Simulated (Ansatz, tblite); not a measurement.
# [InMeH3]- (CH6In−): charged states by level of theory

The task here is to estimate one member of a computed series from the others.

Method: as each input shows; program: Ansatz 0.2.0, Gaussian basis.

The runs, in order: charge 0 doublet, at the geometry of the singlet (PBE0-D4/def2-TZVPD, PBE-D4/def2-TZVPD, r2SCAN-D4/def2-TZVPD, CCSD(T)/def2-TZVPPD); charge 0 doublet, relaxed (PBE0-D4/def2-TZVPD, PBE-D4/def2-TZVPD); the starting singlet's energies come from earlier runs.

1 further run of the same task is left out (set aside as unsound or not needed). Runs told in other sessions of the task aren't counted.

## The relaxed structure

The geometry is that of the singlet, from an earlier relaxation (PBE-D4/def2-TZVPD).

8 atoms, charge -1, spin multiplicity 1.

Atoms are counted from 1 here; the program's logs count them from 0.

Bond lengths: In1–C2 2.246 Å, In1–H6 1.800 Å, In1–H7 1.800 Å, In1–H8 1.800 Å, C2–H3 1.103 Å, C2–H4 1.103 Å, C2–H5 1.103 Å. Angles: C2–In1–H6 109.0°, C2–In1–H7 109.0°, C2–In1–H8 109.0°, H6–In1–H7 109.9°, H6–In1–H8 109.9°, H7–In1–H8 109.9°, In1–C2–H3 110.8°, In1–C2–H4 110.8°, In1–C2–H5 110.8°, H3–C2–H4 108.1°, H3–C2–H5 108.1°, H4–C2–H5 108.1°.

In takes a core potential in the def2 sets. No spin-orbit coupling is included. The ion is computed in the gas phase, without counter-ions or solvent.

The first run:

in.yaml

```yaml
crystal:
  periodic: [false, false, false]
  atoms:
    - {symbol: In, position_ang: [-0.001512, 0.003587, -1.050056]}
    - {symbol: C, position_ang: [0.001714, -0.004090, 1.196319]}
    - {symbol: H, position_ang: [-1.027334, 0.042121, 1.589701]}
    - {symbol: H, position_ang: [0.558258, 0.862485, 1.590173]}
    - {symbol: H, position_ang: [0.475906, -0.920837, 1.584326]}
    - {symbol: H, position_ang: [1.699059, -0.021142, -1.639285]}
    - {symbol: H, position_ang: [-0.829867, 1.492377, -1.630658]}
    - {symbol: H, position_ang: [-0.876214, -1.454490, -1.640520]}
basis:
  gaussian: {orbitals: def2-SVP}
magnetization: {spin_polarized: true, initial_magnetization: 1}
hamiltonian: {xc: pbe0, dispersion: d4}
output: {orbitals: {seedname: orbitals}}
```

On the command line:

```console
ansatz run in.yaml --threads 4 --pin off --events-out ev --progress --plain --max-ram 3916MiB
```

Steps of the session up to this table: Charge 0 doublet at the fixed geometry, first pass, PBE0-D4/def2-SVP; Charge 0 doublet at the fixed geometry, PBE0-D4/def2-TZVPD; Charge 0 doublet at the fixed geometry, PBE-D4/def2-TZVPD; Charge 0 doublet at the fixed geometry, r2SCAN-D4/def2-TZVPD; Charge 0 doublet at the fixed geometry, CCSD(T)/def2-TZVPPD.

One of the session's tables, all rows but one given; the rest of the session is left out.

It belongs to the step «Vertical ionisation energy». 

```
              method  vertical ionisation energy (eV)
      HF/def2-TZVPPD                                ?
   PBE-D4/def2-TZVPD                             3.79
r2SCAN-D4/def2-TZVPD                             3.82
  PBE0-D4/def2-TZVPD                             3.96
     MP2/def2-TZVPPD                             4.23
    CCSD/def2-TZVPPD                             4.03
 CCSD(T)/def2-TZVPPD                             4.09
```

**Question.** Estimate the row for HF/def2-TZVPPD.

As computed: vertical ionisation energy (eV): 3.02. In the column «vertical ionisation energy (eV)» it is the lowest.
